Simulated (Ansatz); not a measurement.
Predict the output of the script below (the Python package of Ansatz (0.2.0)).

Script `run_tae.py`:
```python
"""Energy to split BFH5N into its atoms."""

from collections import Counter

import ansatz

SETTINGS = {
    "basis_set": "aug-cc-pVDZ",
    "level": "ccsd_t",
}


def energy_of(molecule, charge=0, unpaired=0):
    calc = (
        molecule.calculation()
        .basis(gaussian=SETTINGS["basis_set"])
        .correlation(SETTINGS["level"], electrons="all")
        .accuracy("medium")
    )
    if charge:
        calc = calc.charge(charge)
    if unpaired:
        calc = calc.spin("collinear", total=unpaired)
    return calc.run(threads=1, pin="off").report["free_energy_ev"]


def main() -> None:
    geometry_ang = [
        ("N", (0.7898, 0.0854, 0.0836)),
        ("B", (-0.7225, -0.1309, -0.0517)),
        ("F", (-1.3296, 1.0279, -0.6892)),
        ("H", (1.2203, -0.7493, 0.5417)),
        ("H", (1.21, 0.217, -0.864)),
        ("H", (0.9706, 0.9335, 0.6666)),
        ("H", (-1.2056, -0.2841, 1.0276)),
        ("H", (-0.933, -1.0996, -0.7144)),
    ]
    geometry = ansatz.Crystal.molecule()
    for symbol, xyz in geometry_ang:
        geometry = geometry.atom(symbol, xyz)

    # Hund ground states
    unpaired = {"N": 3, "B": 1, "F": 1, "H": 1}
    counts = Counter(site.symbol for site in geometry.cartesian_sites)
    atom_energy = {s: energy_of(ansatz.Crystal.molecule().atom(s, (0, 0, 0)), 0, unpaired[s]) for s in counts}
    whole = energy_of(geometry, 0, 0)
    for s, e in atom_energy.items():
        print(f"{s:2s} x{counts[s]}  {e:14.5f} eV")
    print(f"BFH5N: {whole:.5f} eV")
    split = sum(counts[s] * e for s, e in atom_energy.items()) - whole
    print(f"atomisation energy (no zero-point term): {23.060548 * split:.1f} kcal/mol, {split / sum(counts.values()):.3f} eV an atom")


if __name__ == "__main__":
    main()
```

```console
$ python run_tae.py
N  x1     -1482.70842 eV
B  x1      -669.18277 eV
F  x1     -2708.94634 eV
H  x5       -13.58758 eV
BFH5N: -4955.48777 eV
atomisation energy (no zero-point term): 616.0 kcal/mol, 3.339 eV an atom
```

616.0 kcal/mol from the electronic energies, without the zero-point term.

Reading the output:
- The settings weren't tested for convergence.
- The geometry is a force-field or estimated start, not a minimum of this method, and the basis set is short of its limit. All parts are taken at fixed geometry, without zero-point energy.
- In double-zeta sets correlated atomisation energies come out some 10 to 15 % low.
- It ran for 8.9 s on 1 thread of AMD EPYC 9R45 96-Core Processor (Zen 5), on a shared host, peak memory 0.72 GiB.

(Lines on the test bed's own set-up are left out of the output.)
